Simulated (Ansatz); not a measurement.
# GaAs: a single-point run

Aim: a sound single-point run of GaAs. The structure is shown as the input types it.

Method: density functional or hybrid calculation with the settings of its input, plane waves (as first typed), in Ansatz 0.2.0.

3 further runs of the same task are left out: 3 that didn't finish.

### 1 Starting point

It takes space group F-43m (No. 216, cubic). Conventional cell: a = 5.666 Å, b = 5.666 Å, c = 5.666 Å, α = 90.00°, β = 90.00°, γ = 90.00°. Ga (site symmetry -43m) is surrounded by 4 As at 2.45 Å. As (site symmetry -43m) has 4 Ga at 2.45 Å as nearest neighbours.

As a file:

```cif
data_structure
_symmetry_space_group_name_H-M 'P 1'
_symmetry_Int_Tables_number 1
_cell_length_a 4.0066
_cell_length_b 4.0066
_cell_length_c 4.0066
_cell_angle_alpha 60.000
_cell_angle_beta 60.000
_cell_angle_gamma 60.000
_cell_volume 45.48
loop_
_atom_site_label
_atom_site_type_symbol
_atom_site_fract_x
_atom_site_fract_y
_atom_site_fract_z
_atom_site_occupancy
Ga1 Ga 0.00000 0.00000 0.00000 1
As1 As 0.25000 0.25000 0.25000 1
```

### 2 The run

The input, input.yaml:

```yaml
crystal:
  lattice:
    - [0.0, 2.8330850957, 2.8330850957]
    - [2.8330850957, 0.0, 2.8330850957]
    - [2.8330850957, 2.8330850957, 0.0]
  atoms:
    - { symbol: Ga, position: [0.0, 0.0, 0.0] }
    - { symbol: As, position: [0.25, 0.25, 0.25] }
kpoints:
  mp_grid: { grid: [2, 4, 6] }
hamiltonian:
  xc: pbe
scf:
  occupations: { method: fixed }
  n_extra_bands: 4
output:
  forces: true
  stress: true
  eigenvalues: true
```

The run is started by

```console
> ansatz run input.yaml --threads 4 --pin off --max-ram 3686MiB --backend cpu --events-out ev --progress --plain --runs-dir out
```

Q: Will this input give a usable result? If not, why, and what should change?

The run converged and reported no error, with warnings (symmetry narrowed by mesh). Its log warns: «crystal.symmetry: narrowed to the stabiliser of the k-point mesh — unitary ops 24 → 2; excluded 22 operations that carry a point of the 2×4×6 mesh (shift [0, 0 ...»

In the input, kpoints.mp_grid.grid is [2, 4, 6]. The mesh has lower symmetry than the crystal, so equivalent directions are sampled differently.

The test: set kpoints.mp_grid.grid to [6, 6, 6].
